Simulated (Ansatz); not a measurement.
**InRu: relaxing the atoms in a fixed cell**

Aim: in InRu, a borrowed structure type, volume estimated, relax the atoms in a fixed cell, then read levels, charges and fields where it ends.

All numbers below are computed with Ansatz 0.2.0 (DFT, r2SCAN, no spin polarisation, plane waves, PAW).

### 1 The structure

The structure is orthorhombic, space group Pnma (No. 62). The conventional cell has a = 5.825 Å, b = 3.618 Å, c = 6.430 Å, α = 90.00°, β = 90.00°, γ = 90.00°. Around Ru (site symmetry m) lie 6 In at 2.55 to 2.67 Å. In (site symmetry m) has 6 Ru at 2.55 to 2.67 Å as nearest neighbours.

Its coordinates follow in the input file.

The first density is read from a saved solution for the starting cell.

### 2 The relaxation

Input file input.yaml:

```yaml
crystal:
  lattice:
    - [5.82493417, 0.0, 0.0]
    - [0.0, 3.61791276, 0.0]
    - [0.0, 0.0, 6.42972821]
  atoms:
    - { symbol: Ru, position: [0.0053, 0.25, 0.2037] }
    - { symbol: Ru, position: [0.4947, 0.75, 0.7037] }
    - { symbol: Ru, position: [0.5053, 0.25, 0.2963] }
    - { symbol: Ru, position: [0.9947, 0.75, 0.7963] }
    - { symbol: In, position: [0.1992, 0.25, 0.5808] }
    - { symbol: In, position: [0.3008, 0.75, 0.0808] }
    - { symbol: In, position: [0.6992, 0.25, 0.9192] }
    - { symbol: In, position: [0.8008, 0.75, 0.4192] }
  symmetry: { tolerance: 0.0003 }
kpoints:
  mp_grid: { grid: [5, 7, 4], shift: [0, 0, 0] }
magnetization:
  spin_polarized: false
scf:
  occupations: { method: fermi_dirac, width: 0.0421 }
  lower_state_search: "off"
hamiltonian:
  pseudopotentials: { kind: paw }
  xc: r2scan
basis:
  ecutwfc: 500
  fft_grid_basis: typed
relax:
  max_steps: 80
  f_tol: 0.03
output:
  forces: true
  stress: true
  eigenvalues: true
  bader: true
  populations: true
  elf: true
  write_potential: true
  volumetric_format: npy
  dos:
    e_range: [-12, 8]
    de: 0.05
    projected: { site_lists: { In: [In], Ru: [Ru] } }
  write_density: true
checkpoint:
  read: saved_state
```

Command:

```bash
> ansatz run input.yaml --threads 2 --pin off --max-ram 3584MiB --backend cpu --events-out ev --progress --plain --runs-dir out
```

Q: Predict the outcome of this session. Wanted: moves; energy gained; largest move; pressure left in the fixed cell; character; Bader charges.

The runs gave:

| quantity | value |
| --- | --- |
| moves | 5 |
| energy gained | 153.2 meV/atom |
| largest move | 0.33 Å (Ru) |
| space group (0.01 Å), before / after | Pnma / Pnma |
| pressure left in the fixed cell | 13.1 GPa |
| character | metal |
| density of states, mean within 0.25 eV of the Fermi level | 8.6 per eV per cell |
| Bader charges | Ru -0.45, In +0.45 e |

**Reading.** In the fixed cell the largest move of an atom is 0.33 Å; the energy fell by 153.2 meV per atom. The fixed cell still holds a mean pressure of 13.1 GPa, so it would expand if let free. The run held to 8 symmetry operations, so a lower structure without them is not ruled out. The cell is metallic; within 0.25 eV of the Fermi level the density of states averages 8.6 per eV per cell, mostly Ru d (87 %), but it varies sharply: 4.2 at the Fermi level itself, on this mesh. By Bader's partition In gives up most (+0.45 e) and Ru takes most (-0.45 e).

Caveats: the SCF threshold is loose for a stress.
